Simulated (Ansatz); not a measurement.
This script drives Ansatz's Python interface.

Contents of `ch4brfssi.xyz`:
```text
9

F     0.51570   -0.18050    1.93540
Si    0.94690   -0.01970    0.39610
Br    2.32980   -1.67330   -0.03710
C    -0.44720   -0.17180   -0.71250
S    -1.72060    1.13800   -0.40660
H     1.66270    1.29010    0.20740
H    -0.99830   -1.13940   -0.55140
H    -0.18910   -0.10900   -1.76800
H    -2.01150    0.81940    0.91950
```

`spin_ch4brfssi.py`
```python
"""Gap between spin states of CH4BrFSSi at one geometry."""

import ansatz as az

BASIS = "def2-SVP"
FUNCTIONAL = "PBE"


def main() -> None:
    mol = az.Crystal.molecule_from_extxyz("ch4brfssi.xyz")

    calc = (
        mol.calculation()
        .basis(gaussian=BASIS)
        .functional(FUNCTIONAL)
    )
    found = {}
    for unpaired in [0, 2]:
        report = calc.spin("collinear", total=unpaired).run().report
        s = unpaired / 2
        found[unpaired] = report["free_energy_ev"]
        print(f"2S+1 = {unpaired + 1}: E = {found[unpaired]:.5f} eV, <S^2> = {abs(report['mean_field']['state']['spin_squared']):.3f} (pure state {s * (s + 1):.2f})")
    lowest = min(found, key=found.get)
    for unpaired, e in found.items():
        print(f"multiplicity {unpaired + 1}: {96.485332 * (e - found[lowest]):.1f} kJ/mol above the lowest")


if __name__ == "__main__":
    main()
```

It is started by `python spin_ch4brfssi.py`. How long does it take on 1 thread of Arm Neoverse V2, with other jobs on the host, and how much memory does it need?

It took about 21 s, with a peak of 0.27 GiB, for 2 runs of the engine.

```console
$ python spin_ch4brfssi.py
2S+1 = 1: E = -92540.53369 eV, <S^2> = 0.000 (pure state 0.00)
2S+1 = 3: E = -92535.54736 eV, <S^2> = 2.002 (pure state 2.00)
multiplicity 1: 0.0 kJ/mol above the lowest
multiplicity 3: 481.1 kJ/mol above the lowest
```

In order: multiplicity 1 (+0.00 eV) and multiplicity 3 (+4.99 eV), all at the one geometry.

Total energies depend on the basis set; only differences at equal settings carry meaning. The geometry is a force-field or estimated start, not a minimum of this method, and the basis set is short of its limit. All parts are taken at fixed geometry, without zero-point energy.
